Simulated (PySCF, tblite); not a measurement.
# C₆H₁₄P₂Si: geometry, infrared bands and NMR shifts

Wanted: the infrared bands and NMR shifts of C₆H₁₄P₂Si (`CC1=C([SiH3])CP(CP)C1`), by calculation.

Programs: tblite 0.8.0 and PySCF 2.14.0, with density-fitted response routines of our own. Each step states its level of theory. These are calculated values for one molecule in the gas phase, unless marked as measured. Atoms are numbered from 0 throughout.

## 1. Starting geometry

23 atoms, charge 0, multiplicity 1; geometry from: force field or distance geometry start.

Bonds of the start (Å): C0–C1 1.52, C1–C2 1.28, C2–Si3 1.90, C2–C4 1.46, C4–P5 1.86, P5–C6 1.88, C6–P7 1.84, P5–C8 1.87, C8–C1 1.49, C0–H9 1.11, C0–H10 1.11, C0–H11 1.10, Si3–H12 1.44, Si3–H13 1.46, Si3–H14 1.45, C4–H15 1.10, C4–H16 1.11, C6–H17 1.11, C6–H18 1.11, P7–H19 1.47, P7–H20 1.46, C8–H21 1.11, C8–H22 1.10.

## 2. Geometry optimisation with GFN2-xTB

Job settings and geometry (Å):

```
{"job": {"kind": "relax", "xc": "GFN2-xTB", "basis": "xTB"}, "charge": 0, "multiplicity": 1}
C     -2.239600    -0.745600     1.263300
C     -1.022600    -0.450000     0.396900
C     -1.016500     0.496400    -0.463300
Si    -2.557800     1.577000    -0.720700
C      0.181600     0.740100    -1.262400
P      1.048000    -0.894900    -1.055300
C      2.857300    -0.447800    -0.792500
P      3.388200    -0.686500     0.958200
C      0.204400    -1.269500     0.567600
H     -2.295700    -0.060500     2.138700
H     -2.185700    -1.820200     1.535300
H     -3.186100    -0.630600     0.722200
H     -2.452900     2.154000    -2.037100
H     -2.614100     2.648200     0.273400
H     -3.759300     0.763000    -0.652500
H     -0.063700     0.931400    -2.322300
H      0.816100     1.538800    -0.827200
H      3.012200     0.613700    -1.060900
H      3.449400    -1.026900    -1.527600
H      4.843700    -0.487800     0.994700
H      2.764800     0.363600     1.757300
H      0.816300    -0.938800     1.432700
H      0.007100    -2.340000     0.691600
```

The run is started by

```sh
OMP_NUM_THREADS=1 python probes_run.py task.json out
```

This one command runs all jobs of the session in turn.

**Question.** This job is followed by: GFN2-xTB harmonic vibrations, gas phase; GIAO PBE0/pcSseg-1 NMR shielding, non-relativistic, gas phase. Predict these results of the whole session: strongest single infrared mode (GFN2-xTB); zero-point energy (GFN2-xTB); 13C shifts against TMS (PBE0/pcSseg-1); 1H shifts against TMS (PBE0/pcSseg-1, means over atoms taken as alike); 29Si shifts against TMS (PBE0/pcSseg-1); 31P shifts against H3PO4 (PBE0/pcSseg-1).

As calculated:

```
                                                              quantity                                     value
                             strongest single infrared mode (GFN2-xTB)                     2236 cm⁻¹, 507 km/mol
                                          zero-point energy (GFN2-xTB)                            108.5 kcal/mol
                                13C shifts against TMS (PBE0/pcSseg-1)  164.4, 130.7, 44.6, 44.5, 21.3, 17.0 ppm
1H shifts against TMS (PBE0/pcSseg-1, means over atoms taken as alike)    4.23, 2.65, 2.44, 2.30, 2.06, 1.55 ppm
                               29Si shifts against TMS (PBE0/pcSseg-1)                                 -84.5 ppm
                              31P shifts against H3PO4 (PBE0/pcSseg-1)                         -28.6, -185.1 ppm
```

What this shows: Over 199 steps the energy fell by 1.480 eV; of the close pairs, P7–H19 changed most, 1.469 to 1.402 Å. All 63 modes are real, so the xTB geometry is a minimum. Unscaled tight-binding wavenumbers are off by several per cent, some by more. Its intensities can rank the bands wrongly. At PBE0/pcSseg-1: Shielding is most anisotropic at C1 (span 222 ppm, paramagnetic term -239 ppm).
